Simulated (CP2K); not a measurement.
Crystal: NiMoIrPdW.

```
Ni Mo Pd Ir W
1.0
     2.74008    0.00000    0.00000
     0.00000    2.74008    0.00000
     1.37004   -1.37004    9.71647
Ni Mo Pd Ir W
1 1 1 1 1
Direct
  0.19862 0.80138 0.60276
  0.60922 0.39078 0.78156
  0.79310 0.20690 0.41380
  0.39944 0.60056 0.20112
  0.99565 0.00435 0.00870
```

The cell was built by a generator and needn't be a form met in nature.

Base run:

```yaml
Program: CP2K 2026.2
Functional: PBEsol
Potentials_or_basis: GTH_POTENTIALS Ni GTH-PBE-q18, Pd GTH-PBE-q18, Ir GTH-PBE-q17, W GTH-PBE-q14; POTENTIAL_UZH Mo GTH-PBE-q14; TZVP-MOLOPT-SR-GTH, TZVP-MOLOPT-PBE-GTH basis
Density_cutoff: 13606 eV
k_mesh: 10 × 10 × 10
Occupations: fermi-dirac, width 0.05 eV
Spin: collinear spin, ferromagnetic start
Starting_moments: "[1.0, 1.0, 0.0, 0.6, 0.0] μB"
```

Its results: pressure -9.0 GPa; largest force 0.276 eV/Å.

Question: The run is repeated on the same cell with these changes: functional from PBEsol to RPBE. What comes out?

Answer: Pressure 3.4 GPa; largest force 0.115 eV/Å.

RPBE binds less tightly than PBEsol, so the same cell stands under more pressure.

Caveats: the potentials were made for another functional, which shifts forces and pressure; the basis of atomic orbitals isn't converged, which shifts pressures, moduli and gaps; the total moment is fixed, so each spin has its own Fermi level.
